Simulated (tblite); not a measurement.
# C3H10AlCl6O4: the cost of one run

Computed with tblite 0.8.0 and PySCF 2.14.0; each step states its level. No surroundings beyond the atoms listed, unless a continuum is named. Atoms count from 0, parts from 1.

## Step 1: Starting point

24 atoms, charge -1, multiplicity 1; geometry: rigid parts in contact. Parts: 1 = atoms 0–8, `[OH][Al-]([OH])([OH])[OH]`, charge -1; 2 = atoms 9–13, `ClCCl`, charge 0; 3 = atoms 14–18, `ClCCl`, charge 0; 4 = atoms 19–23, `ClCCl`, charge 0.

## Step 2: Search for minima with GFN2-xTB

The job: settings as JSON, then the geometry in Å.

```
{"job": {"kind": "dock", "xc": "GFN2-xTB", "basis": "xTB"}, "charge": -1, "multiplicity": 1, "parts": [{"atoms": "0-8", "charge": -1, "multiplicity": 1}, {"atoms": "9-13", "charge": 0, "multiplicity": 1}, {"atoms": "14-18", "charge": 0, "multiplicity": 1}, {"atoms": "19-23", "charge": 0, "multiplicity": 1}]}
O      0.667075     1.610097    -0.217194
Al     0.173431    -0.033261    -0.039632
O      1.483662    -1.032018     0.581315
O     -1.200554    -0.175910     0.969818
O     -0.192498    -0.647944    -1.667441
H      0.715880     2.267876     0.461916
H      2.288318    -1.130673     0.089919
H     -1.675021    -0.842659     1.443123
H     -1.103975    -0.560736    -1.921250
Cl    -0.107506    -3.489912     3.257932
C      1.406001    -3.335897     2.367605
Cl     2.781662    -3.406745     3.476167
H      1.480982    -4.190033     1.694726
H      1.408165    -2.366732     1.822265
Cl     0.169691    -1.903036    -5.218114
C      1.307562    -1.417875    -3.948301
Cl     2.283208    -0.052583    -4.505963
H      0.733369    -1.117050    -3.030366
H      1.974397    -2.261502    -3.768551
Cl    -2.882607     0.821878    -3.637923
C     -1.262960     1.340450    -4.132359
Cl    -1.347088     2.732620    -5.211281
H     -0.693481     1.611255    -3.242175
H     -0.817481     0.511616    -4.678506
```

With the program's defaults for keys left out, this is: GFN2-xTB search for minima from random contacts, gas phase.

On the command line:

```bash
$ OMP_NUM_THREADS=1 python cluster_run.py task.json out
```

One launch serves the whole session: the jobs run in the order shown.

Q: Estimate the wall time of this first job on 1 thread of Arm Neoverse V2, shared host.

About 27 s.
